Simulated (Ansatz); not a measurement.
CdCu2SnS4 under changes of volume

One of the cells (21.675 Å³/atom); the others are scaled copies at fixed shape and fractional positions:

```
CELL_PARAMETERS angstrom
-2.80915 2.80915 5.49337
2.80915 -2.80915 5.49337
2.80915 2.80915 -5.49337
ATOMIC_POSITIONS crystal
Sn 0.50000 0.50000 0.00000
Cd 0.00000 0.00000 0.00000
Cu 0.25000 0.75000 0.50000
Cu 0.75000 0.25000 0.50000
S 0.11818 0.11818 0.51679
S 0.60139 0.60139 0.48321
S 0.88182 0.39861 0.00000
S 0.39861 0.88182 0.00000
```

The cell is a database's computed one.

* Program: Ansatz 0.2.0
* Functional: PBEsol
* Potentials or basis: Ansatz PAW
* Cutoff: 420 eV (not typed: the program's choice for these potentials)
* k mesh: 7 × 7 × 7
* Occupations: fermi-dirac, width 0.05 eV
* Spin: no spin polarisation

```tsv
volume (Å³/atom)	energy over the lowest point (meV/atom)	pressure (GPa)	largest force (eV/Å)
20.375	1.60	1.4	0.304
20.808	0.00	-0.2	0.246
21.242	2.63	-1.7	0.193
21.675	9.01	-3.0	0.145
22.109	18.72	-4.1	0.101
22.542	?	?	?
22.976	46.59	-6.1	0.036
```

Problem. What does the run at 22.542 Å³/atom give?

Solution. Energy over the lowest point 31.35 meV/atom; pressure -5.2 GPa; largest force 0.064 eV/Å.

Worked out: A Birch-Murnaghan fit of order 3 (a polynomial in V^(-2/3)) to the other rows has its minimum at 20.75 Å³/atom with B0 = V·E''(V) = 76 GPa and B' = 4.9 at fixed shape and positions, which overstates the stiffness. It gives 31.34 meV/atom at 22.542 Å³/atom, against the run's 31.35, and -dE/dV = -5.2 GPa, against -5.2.

Energies are extrapolated to zero smearing.

Caveats: the run has no spin polarisation, though such a crystal can be magnetic; the PAW data sets come from PBE, with cores solved anew for the run's functional, which leaves a small shift of forces and pressure.
